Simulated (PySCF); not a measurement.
# Cd⁺: excitation energies in ANO-RCC-VTZP

Each state of cadmium is computed at each level; their differences give the excitation energy. How far do the methods differ?

The numbers are computed with PySCF 2.14.0 (unrestricted determinants in a Gaussian basis, no spin-orbit coupling in the energies), except any that are marked as measured or tabulated.

## (1) The atom as given

| Quantity | Value |
| --- | --- |
| Element | cadmium (Z = 48) |
| Basis | ANO-RCC-VTZP |
| Hamiltonian | scalar relativity by spin-free X2C-1e |
| State 1 | Cd⁺: [Kr] 4d9 5s2, 2D determinant (an excited configuration) |
| State 2 | Cd⁺: [Kr] 4d9 5s1 5p1, one real determinant (an excited configuration) |
| Needed too, but not shown | Cd⁺ [Kr] 4d10 5s1 (2S) |
| Methods | CCSD(T) |
| Core shells frozen in the correlated runs | valence and next inner shell: [Ar] 3d10 (for Cd⁺) |

The outer shells:

Cd+ [Kr] 4d9 5s2
```
[Kr] core
4d [↑↓][↑↓][↑↓][↑↓][↑ ]
5s [↑↓]
```

Cd+ [Kr] 4d9 5s1 5p1
```
[Kr] core
4d [↑↓][↑↓][↑↓][↑↓][↑ ]
5s [↑ ]
5p [↑ ][  ][  ]
```

One driver process ran all states and methods and kept the integrals in memory. Each run is shown as a PySCF script that sums up its settings (the driver passes frozen orbitals as a list and adds second-order terms of double hybrids); the logs are those of the runs themselves. The driver starts from symmetry-adapted Hartree-Fock orbitals, holds the occupation by maximum overlap and uses a logarithmic radial grid for functionals, so a plain start would take other cycles.

The integrals over 68 functions and the set-up took 8.2 s of CPU time.

## (2) Cd⁺ [Kr] 4d9 5s2, at CCSD(T) (valence and next inner shell)

Level: CCSD(T) (valence and next inner shell).

File input.py:

```python
from pyscf import gto, scf, dft, mp, cc
import basis_set_exchange as bse
mol = gto.M(atom="Cd 0 0 0", charge=1, spin=1, symmetry="D2h",
            basis=gto.basis.parse(bse.get_basis("ANO-RCC-VTZP", elements=["Cd"], fmt="nwchem")),
            nucmod="G")
mf = scf.UHF(mol).sfx2c1e()
mf.irrep_nelec = {'Ag': (9, 8), 'B1g': (2, 2), 'B2g': (2, 2), 'B3g': (2, 2), 'B1u': (3, 3), 'B2u': (3, 3), 'B3u': (3, 3)}
mf.kernel()
mycc = cc.CCSD(mf, frozen=14).run()
mycc.ccsd_t()
```

## (3) Cd⁺ [Kr] 4d9 5s1 5p1: CCSD(T) (valence and next inner shell)

Level: CCSD(T) (valence and next inner shell).

File input.py:

```python
from pyscf import gto, scf, dft, mp, cc
import basis_set_exchange as bse
mol = gto.M(atom="Cd 0 0 0", charge=1, spin=3, symmetry="D2h",
            basis=gto.basis.parse(bse.get_basis("ANO-RCC-VTZP", elements=["Cd"], fmt="nwchem")),
            nucmod="G")
mf = scf.UHF(mol).sfx2c1e()
mf.irrep_nelec = {'Ag': (9, 7), 'B1g': (2, 2), 'B2g': (2, 2), 'B3g': (2, 2), 'B1u': (4, 3), 'B2u': (3, 3), 'B3u': (3, 3)}
mf.kernel()
mycc = cc.CCSD(mf, frozen=14).run()
mycc.ccsd_t()
```

Before running it: what results should come out?

**Answer**, as computed:

```
                                 quantity                                                                        value
    excitation energy, Cd⁺ → [Kr] 4d9 5s2  UHF 8.896, CCSD(T) (valence and next inner shell) 8.618 eV; reference 8.866
excitation energy, Cd⁺ → [Kr] 4d9 5s1 5p1                 UHF 12.341, CCSD(T) (valence and next inner shell) 13.455 eV
```

Accuracy by level (over 1 difference):

| method | mean absolute miss against the measured value (with the measured fine structure taken into account where it is known) (eV) |
| --- | --- |
| UHF | 0.030 |
| MP2 (valence and next inner shell) | 0.008 |
| SCS-MP2 (valence and next inner shell) | 0.170 |
| CCSD (valence and next inner shell) | 0.204 |
| CCSD(T) (valence and next inner shell) | 0.249 |

MP2 (valence and next inner shell) lands nearest to the measured value (off by 0.01 eV); CCSD(T) (valence and next inner shell) misses by most (0.25 eV). In a finite basis a lower level can come nearest by cancelling errors. The basis is finite, and no extrapolation was made.
